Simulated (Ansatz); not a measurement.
# C₃H₁₁GaO₂Si: one species, many methods

One table from this session's results is given with a row withheld; the runs are named, their logs left out.

Computed with Ansatz 0.2.0, Gaussian basis. Level: functionals in def2-TZVPP, the program's frozen cores in correlated methods.

Plan: LDA (SPW92), PBE-D4, revPBE-D4, BLYP-D4, r2SCAN-D4, B97M-V, PBE0-D4, B3LYP-D4, r2SCANh-D4, r2SCAN0-D4, HSE06-D4, BHLYP-D4, CAM-B3LYP-D4, LC-ωPBE, ωB97X-V, ωB97M-V, B2PLYP, PBE-QIDH; CCSD(T)/def2-SVP; CCSD(T)/def2-TZVPP; MP2/def2-QZVPP; extrapolation to the limit; RPA on PBE.

## Structure used throughout

The geometry comes from an earlier relaxation with PBE0-D4 in a triple-zeta def2 set; it is a stationary point, not always the lowest conformer.

SMILES `CCO[CH]([GaH2])O[SiH3]`, 18 atoms, charge 0, spin multiplicity 1.

Atoms are counted from 1 here; the program's logs count them from 0.

Bond lengths: C1–C2 1.512 Å, C1–H8 1.092 Å, C1–H9 1.093 Å, C1–H10 1.093 Å, C2–O3 1.425 Å, C2–H11 1.092 Å, C2–H12 1.095 Å, O3–C4 1.390 Å, C4–Ga5 2.030 Å, C4–O6 1.442 Å, C4–H13 1.098 Å, Ga5–H14 1.573 Å, Ga5–H15 1.567 Å, O6–Si7 1.635 Å, Si7–H16 1.482 Å, Si7–H17 1.525 Å, Si7–H18 1.479 Å. Angles: C2–C1–H8 110.5°, C2–C1–H9 111.6°, C2–C1–H10 110.2°, H8–C1–H9 108.4°, H8–C1–H10 108.4°, H9–C1–H10 107.6°, C1–C2–O3 111.9°, C1–C2–H11 110.4°, C1–C2–H12 111.3°, O3–C2–H11 105.7°, O3–C2–H12 109.6°, H11–C2–H12 107.6°, C2–O3–C4 114.8°, O3–C4–Ga5 108.9°, O3–C4–O6 110.8°, O3–C4–H13 111.0°, Ga5–C4–O6 108.7°, Ga5–C4–H13 113.2° and more.

Set-up of the first run:

in.yaml reads:

```yaml
crystal:
  periodic: [false, false, false]
  atoms:
    - {symbol: C, position_ang: [-2.698877, 0.093511, -0.759528]}
    - {symbol: C, position_ang: [-1.579944, 0.883843, -0.119390]}
    - {symbol: O, position_ang: [-0.300357, 0.480741, -0.600781]}
    - {symbol: C, position_ang: [0.246761, -0.619127, 0.048747]}
    - {symbol: Ga, position_ang: [1.868436, -1.258436, -0.991634]}
    - {symbol: O, position_ang: [0.662576, -0.269888, 1.385051]}
    - {symbol: Si, position_ang: [2.074073, 0.550245, 1.476046]}
    - {symbol: H, position_ang: [-2.672093, 0.202554, -1.845492]}
    - {symbol: H, position_ang: [-2.629211, -0.969888, -0.518653]}
    - {symbol: H, position_ang: [-3.667254, 0.450509, -0.400035]}
    - {symbol: H, position_ang: [-1.669201, 1.943198, -0.370449]}
    - {symbol: H, position_ang: [-1.605380, 0.798044, 0.972103]}
    - {symbol: H, position_ang: [-0.507503, -1.402397, 0.197447]}
    - {symbol: H, position_ang: [2.548366, -2.582125, -0.482712]}
    - {symbol: H, position_ang: [2.277130, -0.580127, -2.343748]}
    - {symbol: H, position_ang: [1.971236, 2.015311, 1.278372]}
    - {symbol: H, position_ang: [2.923547, 0.024286, 0.323853]}
    - {symbol: H, position_ang: [2.757686, 0.239747, 2.750813]}
basis:
  gaussian: {orbitals: def2-TZVPP}
hamiltonian: {xc: lda}
output: {orbitals: {seedname: orbitals}}
```

Launch:

```console
$ ansatz run in.yaml --threads 2 --pin off --events-out ev --progress --plain --max-ram 22528MiB --backend cuda --devices 0, --max-vram 18GiB
```

Among the steps run: LDA; PBE-D4 (GGA); revPBE-D4 (GGA); BLYP-D4 (GGA); r2SCAN-D4 (meta-GGA); B97M-V (meta-GGA); PBE0-D4 (hybrid); B3LYP-D4 (hybrid); r2SCANh-D4 (hybrid); r2SCAN0-D4 (hybrid); HSE06-D4 (hybrid); BHLYP-D4 (hybrid); CAM-B3LYP-D4 (range-separated); LC-ωPBE (range-separated); ωB97X-V (range-separated); ωB97M-V (range-separated); B2PLYP (double hybrid); PBE-QIDH (double hybrid).

One of the session's tables, all rows but one given; the rest of the session is left out.

It belongs to the step «Orbital energies across the functionals». 

| functional | HOMO (eV) | gap (eV) |
| --- | --- | --- |
| LDA (SPW92) | -6.04 | 3.67 |
| PBE-D4 | -5.90 | 3.82 |
| revPBE-D4 | -5.84 | 3.89 |
| BLYP-D4 | -5.80 | 3.85 |
| r2SCAN-D4 | -6.14 | 4.34 |
| B97M-V | -6.28 | 4.32 |
| PBE0-D4 | -7.15 | 5.91 |
| B3LYP-D4 | -6.96 | 5.51 |
| r2SCANh-D4 | -6.61 | 5.10 |
| r2SCAN0-D4 | -7.32 | 6.24 |
| HSE06-D4 | -6.75 | 5.14 |
| BHLYP-D4 | -8.35 | 7.98 |
| CAM-B3LYP-D4 | ? | ? |
| LC-ωPBE | -9.83 | 10.68 |
| ωB97X-V | -9.50 | 10.24 |
| ωB97M-V | -9.39 | 9.90 |

Q: Estimate the row for CAM-B3LYP-D4 from the others.

The run gave: HOMO (eV): -8.52; gap (eV): 8.25. In the column «HOMO (eV)» it lies between ωB97M-V (-9.39) and BHLYP-D4 (-8.35).
